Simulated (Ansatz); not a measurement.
# ZrBeB: the cost of one run

All numbers are computed with Ansatz 0.2.0, driven from Python. Level of theory: DFT PBEsol, plane waves, PAW.

## Step 1: The system

The structure is hexagonal, space group P-6m2 (No. 187). The conventional cell has a = 3.413 Å, b = 3.413 Å, c = 3.496 Å, α = 90.00°, β = 90.00°, γ = 120.00°. Zr (site symmetry -6m2) has 6 Be at 2.63 Å and 6 B at 2.63 Å as nearest neighbours. Be (site symmetry -6m2) is surrounded by 3 B at 1.97 Å. B (site symmetry -6m2) has 3 Be at 1.97 Å and 6 Zr at 2.63 Å as nearest neighbours.

No structure file is read: the coordinates are typed or built in the script.

## Step 2: Script

Contents of zrbeb_ecut.py:

```python
import ansatz as az

params = {
    "xc": "PBEsol",
    "occupations": "cold",
    "kmesh": (7, 7, 6),
}

lattice = az.Lattice.of(
    [3.41326711, 0.0, 0.0],
    [-1.70663356, 2.95597603, 0.0],
    [0.0, 0.0, 3.49602313],
)
sites = [
    ("Zr", [0.0, 0.0, 0.0]),
    ("Be", [1 / 3, 2 / 3, 0.5]),
    ("B", [2 / 3, 1 / 3, 0.5]),
]
zrbeb = az.Crystal(lattice=lattice)
for symbol, position in sites:
    zrbeb = zrbeb.atom(symbol, position)

setup = zrbeb.calculation()
setup = setup.functional(params["xc"])
setup = setup.occupations(params["occupations"])
setup = setup.kpoints(mesh=params["kmesh"])
setup = setup.stress()

rows = []
for value in [250, 300, 350, 400, 450, 500]:
    summary = setup.basis(value).run(threads=1).report
    rows.append((value, summary["free_energy_ev"] / len(summary["lattice"]["sites"]), summary["n_iterations"], sum(summary["stress_gpa"][i][i] for i in range(3)) / 3, summary["n_pw"]))

print(" cutoff (eV)   F/atom (eV)    iterations       P (GPa)   plane waves")
for row in rows:
    print(f"{str(row[0]):>12s}  {row[1]:12.5f}  {row[2]:12d}  {row[3]:12.3f}  {row[4]:12d}")

for row in rows[:-1]:
    shift = 1000 * (row[1] - rows[-1][1])
    print(f"{row[0]}: {shift:+.2f} meV/atom" + ("  (within 1 meV)" if abs(shift) < 1 else ""))
```

## Step 3: What the engine is handed

The package turns the script's settings into the engine's input (first run):

```yaml
crystal:
  lattice:
    - [3.41326711, 0.0, 0.0]
    - [-1.70663356, 2.95597603, 0.0]
    - [0.0, 0.0, 3.49602313]
  atoms:
    - { symbol: Zr, position: [0.0, 0.0, 0.0] }
    - { symbol: Be, position: [0.3333333333333333, 0.6666666666666666, 0.5] }
    - { symbol: B, position: [0.6666666666666666, 0.3333333333333333, 0.5] }
basis:
  ecutwfc: 250.0
kpoints:
  mp_grid:
    grid: [7, 7, 6]
hamiltonian:
  xc: pbesol
scf:
  occupations:
    method: cold
output:
  stress: true
```

## Step 4: Launch

Command:

```
$ python zrbeb_ecut.py
```

What time and memory should one allow on 1 thread of Arm Neoverse V2, shared host?

About 7.6 s, with a peak of 0.38 GiB.
